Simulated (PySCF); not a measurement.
**InCNClF (SMILES N#[C][In]([F])[Cl]) at PBE/def2-SVP (core potential)**

Aim: the energy change on altering one bond length of InCNClF at PBE/def2-SVP (core potential), from 2 runs. 

The calculation is run with PySCF 2.14.0.

1 further run of the same task is left out (set aside as unsound or not needed).

### 1 The structure to begin with

The species is InCNClF (5 atoms), meant as a singlet with charge 0. As SMILES, `N#[C][In]([F])[Cl]`. Geometry: relaxed at PBE0-D4/def2-TZVP.

Bond lengths: N1–C2 1.152 Å, C2–In3 2.082 Å, In3–F4 1.924 Å, In3–Cl5 2.280 Å. Angles: N1–C2–In3 178.9°, C2–In3–F4 118.2°, C2–In3–Cl5 125.8°, F4–In3–Cl5 115.9°.

### 2 The energy at PBE/def2-SVP (core potential)

input.py

```python
from pyscf import gto, dft

system = gto.Mole()
system.atom = '''
N       -1.392600       1.451400       1.648800
C       -0.781900       0.784400       0.934900
In       0.330400      -0.389600      -0.376400
F        0.434400      -2.280900      -0.039700
Cl       1.459700       0.361000      -2.209100
'''
system.max_memory = 1860
system.spin = 0
system.verbose = 3
system.basis = 'def2-svp'
system.ecp = {'In': 'def2-svp'}
system.charge = 0
system.build()

calc0 = dft.RKS(system)
calc0.xc = 'pbe'
calc0.grids.level = 5
calc0.conv_tol = 1e-10
calc0.kernel()
if not calc0.converged:
    calc0 = calc0.newton().run(calc0.mo_coeff, calc0.mo_occ)

e_tot = calc0.e_tot
print(f'total energy: {e_tot:.8f} hartree')
```

Started as:

```console
$ OMP_NUM_THREADS=1 python input.py
```

Output:

```text
converged SCF energy = -842.394407084726
total energy: -842.39440708 hartree
```

Run time: 25 s. Hardware: 1 thread of Intel Xeon at 2.70GHz, shared host; peak memory 0.44 GiB.

### 3 The distorted shape, same level

run.py

```python
from pyscf import gto, dft

system = gto.M(
    atom='''
N     -2.977829     3.120860     3.520479
C     -1.477577     1.482301     1.766705
In     0.624366    -0.736237    -0.711293
F      0.820897    -4.310276    -0.075022
Cl     2.758433     0.682191    -4.174594
''',
    max_memory=1860,
    ecp={'In': 'def2-svp'},
    unit='bohr',
    verbose=3,
    charge=0,
    basis='def2-svp',
)

mf = dft.RKS(system, xc='pbe')
mf.conv_tol = 1e-10
mf.grids.level = 5
mf.kernel()
if not mf.converged:
    mf = mf.newton().run(mf.mo_coeff, mf.mo_occ)

e_tot = mf.e_tot
print(f'total energy: {e_tot:.8f} hartree')
```

Started as:

```console
$ OMP_NUM_THREADS=1 python run.py
```

Output:

```text
converged SCF energy = -842.281151211101
total energy: -842.28115121 hartree
```

It took 23 s on 1 thread of Intel Xeon at 2.70GHz, shared host; peak memory 0.45 GiB.

### 4 What came out

Level: PBE/def2-SVP (core potential).

| quantity | value |
| --- | --- |
| first shape: total energy | -842.39441 Eh |
| first shape: dipole moment | 1.41 D |
| first shape: HOMO energy | -8.21 eV |
| first shape: LUMO energy | -3.43 eV |
| first shape: HOMO–LUMO gap | 4.78 eV |
| distorted shape: total energy | -842.28115 Eh |
| distorted shape: dipole moment | 1.32 D |
| distorted shape: HOMO energy | -7.74 eV |
| distorted shape: LUMO energy | -4.15 eV |
| distorted shape: HOMO–LUMO gap | 3.59 eV |
| energy change with the N1–C2 bond stretched from 1.152 to 1.498 Å | 3.082 eV |

In words: With the N1–C2 bond stretched from 1.152 to 1.498 Å the energy rises by 3.08 eV (71 kcal/mol). The first shape isn't relaxed at this level, so the change isn't measured from a minimum. Mulliken charges (distorted shape) run from -0.35 on F4 to +0.65 on In3; they depend strongly on the basis.
